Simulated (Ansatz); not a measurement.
# NBrO (nitrosyl bromide) at 6 levels

We compute a comparison of 6 runs (HF/STO-3G, BHLYP/STO-3G, PBE0/STO-3G, UMP2/STO-3G, CCSDT(Q)/STO-3G, UCCSD(T)/STO-3G) of NBrO (nitrosyl bromide). 

Program for the calculation: Ansatz 0.2.0.

69 further runs of the same task are left out: 10 that didn't finish, 59 set aside as unsound or not needed.

### 1 Starting point

NBrO has 3 atoms, charge 0, and is taken as a singlet. As SMILES, `O=NBr`. The Br3–N2 distance was set to 2.646 Å, away from the relaxed value.

Bond lengths: O1–N2 1.126 Å. A long bond or contact: N2–Br3 2.646 Å.

### 2 The energy at HF/STO-3G (run 1)

The input, molecule.yaml:

```yaml
crystal:
  periodic: [false, false, false]
  atoms:
    - {symbol: O, position_ang: [1.154751, -1.126730, 0.514194]}
    - {symbol: "N", position_ang: [0.168031, -1.116410, -0.027266]}
    - {symbol: Br, position_ang: [-0.896840, 1.283280, -0.355590]}
basis:
  gaussian:
    orbitals: STO-3G
accuracy: high
hamiltonian:
  xc: hf
```

Launch:

```bash
ansatz run molecule.yaml --threads 1 --pin off --max-ram 3480MiB --events-out events.jsonl --progress --plain --runs-dir runs
```

The program printed:

```text
Warning: RAYON_NUM_THREADS=1 ignored (pool sized by the plan → 1); use --threads N
Functional definition: HF
  name "HF"
  exchange = exact_x
  correlation = 0
378 factors; integrals over basis functions are off by at most 6.8e-8 eV
mean field evaluation 1: about -72707.0258 eV, gradient 1.1e1 eV
mean field evaluation 2: about -72707.0770 eV, gradient 1.2e1 eV
mean field evaluation 4: about -72710.3212 eV, gradient 4.8e0 eV
mean field evaluation 8: about -72710.8251 eV, gradient 5.3e-1 eV
mean field evaluation 16: about -72710.8176 eV, gradient 2.3e-8 eV
mean field -72710.81764853 eV, -2672.0732634212 hartree, gradient 2.3e-8 eV, S^2 0.000000; 0 other end points of the search recorded, 0 dependent functions left out
reference -72710.81764853 eV, -2672.0732634212 hartree; 25, 25 occupied and 3, 3 virtual orbitals, 378 factors
Total energy: -72710.81764853 eV, -2672.0732634212 hartree
```

Wall time 0.28 s (1 thread of Intel Xeon Platinum 8375C at 2.90GHz (Ice Lake), shared host).

### 3 The energy at BHLYP/STO-3G (run 2)

The input, input.yaml:

```yaml
crystal:
  periodic: [false, false, false]
  atoms:
    - {symbol: O, position_ang: [1.154751, -1.126730, 0.514194]}
    - {symbol: "N", position_ang: [0.168031, -1.116410, -0.027266]}
    - {symbol: Br, position_ang: [-0.896840, 1.283280, -0.355590]}
basis:
  gaussian:
    orbitals: STO-3G
total_charge: 0
hamiltonian:
  xc: {name: BHLYP}
accuracy: high
```

Launch:

```bash
ansatz run input.yaml --threads 1 --pin off --max-ram 3480MiB --events-out events.jsonl --progress --plain --runs-dir runs
```

The program printed:

```text
Warning: RAYON_NUM_THREADS=1 ignored (pool sized by the plan → 1); use --threads N
Functional definition: BHLYP
  name "BHLYP"
  parameter a = 0.5
  exchange = (1 - a)*b88_x + a*exact_x
  correlation = lyp_c
378 factors; integrals over basis functions are off by at most 6.8e-8 eV
mean field evaluation 1: about -72761.4596 eV, gradient 1.3e1 eV
mean field evaluation 2: about -72680.3038 eV, gradient 5.3e1 eV
mean field evaluation 4: about -72764.2871 eV, gradient 1.3e1 eV
mean field evaluation 8: about -72765.0041 eV, gradient 1.1e1 eV
mean field evaluation 16: about -72766.3597 eV, gradient 1.9e-8 eV
mean field -72766.35974869 eV, -2674.1143979542 hartree, gradient 1.1e-8 eV, S^2 0.000000; 0 other end points of the search recorded, 0 dependent functions left out
reference -72766.35976373 eV, -2674.1143985068 hartree; 25, 25 occupied and 3, 3 virtual orbitals, 378 factors
Total energy: -72766.35976373 eV, -2674.1143985068 hartree
```

It took 1.3 s on 1 thread of Intel Xeon Platinum 8375C at 2.90GHz (Ice Lake), shared host; peak memory 0.11 GiB.

Run 3 isn't shown in full; the table further down has it.

### 4 The energy at UMP2/STO-3G (run 4)

The input, run.yaml:

```yaml
crystal:
  periodic: [false, false, false]
  atoms:
    - symbol: O
      position_ang: [1.154751, -1.126730, 0.514194]
    - symbol: "N"
      position_ang: [0.168031, -1.116410, -0.027266]
    - symbol: Br
      position_ang: [-0.896840, 1.283280, -0.355590]
basis:
  gaussian: {orbitals: STO-3G}
magnetization: {spin_polarized: true}
correlation: {method: mp2, frozen_orbitals: {Br: 9, "N": 1, O: 1}}
accuracy: high
```

Launch:

```bash
ansatz run run.yaml --threads 1 --pin off --max-ram 3480MiB --events-out events.jsonl --progress --plain --runs-dir runs
```

The program printed, cut to the lines that bear on the results:

```text
Warning: RAYON_NUM_THREADS=1 ignored (pool sized by the plan → 1); use --threads N
[... 2 set-up lines as earlier in the session ...]
[...]
378 factors; integrals over basis functions are off by at most 6.8e-8 eV
[...]
mean field -72713.15020412 eV, -2672.1589832580 hartree, gradient 1.5e-8 eV, S^2 1.013461; 20 other end points of the search recorded, 0 dependent functions left out
11 core orbitals not correlated: weight in the atoms' cores, before any rotation towards them, 1.000 or more for the frozen orbitals, at most 0.000 for the correlated occupied ones
reference -72713.15020412 eV, -2672.1589832580 hartree; 14, 14 occupied and 3, 3 virtual orbitals, 378 factors
second order -2.83381649 eV of doubles, -0.00000000 eV of singles
Total energy: -72715.98402061 eV, -2672.2631240931 hartree
```

Wall time 3.9 s (1 thread of Intel Xeon Platinum 8375C at 2.90GHz (Ice Lake), shared host).

Run 5 isn't shown in full; the table further down has it.

### 5 A single-point energy at UCCSD(T)/STO-3G (run 6)

The input, job.yaml:

```yaml
crystal:
  periodic: [false, false, false]
  atoms:
    - {symbol: O, position_ang: [1.154751, -1.126730, 0.514194]}
    - {symbol: "N", position_ang: [0.168031, -1.116410, -0.027266]}
    - {symbol: Br, position_ang: [-0.896840, 1.283280, -0.355590]}
basis:
  gaussian: {orbitals: STO-3G}
accuracy: high
scf: {omitted_lower_state_checks: [cluster_reference, increment]}
magnetization: {spin_polarized: true, initial_magnetization: 0}
correlation: {method: ccsd_t, frozen_orbitals: {Br: 9, "N": 1, O: 1}}
```

Launch:

```bash
ansatz run job.yaml --threads 1 --pin off --max-ram 3480MiB --events-out events.jsonl --progress --plain --runs-dir runs
```

The program printed:

```text
Warning: RAYON_NUM_THREADS=1 ignored (pool sized by the plan → 1); use --threads N
[... 20 lines left out ...]
11 core orbitals not correlated: weight in the atoms' cores, before any rotation towards them, 1.000 or more for the frozen orbitals, at most 0.000 for the correlated occupied ones
[... 52 lines left out ...]
Total energy: -72716.76347458 eV, -2672.2917684981 hartree
Checks for a lower state left out: cluster_reference, increment
```

Run time: 4.2 s. Hardware: 1 thread of Intel Xeon Platinum 8375C at 2.90GHz (Ice Lake), shared host.

### 6 Overview of the runs

```csv
run,level,frozen core orbitals,energy (Eh),wall time
1,HF/STO-3G,–,-2672.073263,0.28 s
2,BHLYP/STO-3G,–,-2674.114399,1.3 s
3,PBE0/STO-3G,–,-2673.743767,1.2 s
4,UMP2/STO-3G,11,-2672.263124,3.9 s
5,CCSDT(Q)/STO-3G,11,-2672.299766,2.4 s
6,UCCSD(T)/STO-3G,11,-2672.291768,4.2 s
```

### 7 Summary of results

| quantity | value |
| --- | --- |
| run 6: total energy | -2672.29177 Eh |
| run 6: correlation energy (11 core orbitals frozen) | -132.8 mEh |
| run 6: (T) correction | -4.42 mEh |
| run 6: ⟨S²⟩ of the reference determinant | 1.013 |
| run 6: T1 diagnostic | 0.034 |

Below the HF energy at the same shape and in the same basis (STO-3G): UMP2 -189.9 mEh; CCSDT(Q) -226.5 mEh; UCCSD(T) -218.5 mEh. Some of these start from another determinant than that one, so these aren't their correlation energies. Totals of different functionals can't be ranked against each other. In run 5 the log says that unrestricted orbitals would lower the reference, so the values rest on an unstable closed-shell determinant (other closed-shell runs at this shape may share the fault). In runs 1, 2, 3, 4, 5, 6 the basis is minimal, so the values are rough. Spin contamination of the reference: run 4 ⟨S²⟩ = 1.01, run 6 ⟨S²⟩ = 1.01. Where it is this large, the reference is a mixture of spin states, and values that rest on it are in doubt. All runs together took 13 s, the longest 4.2 s.
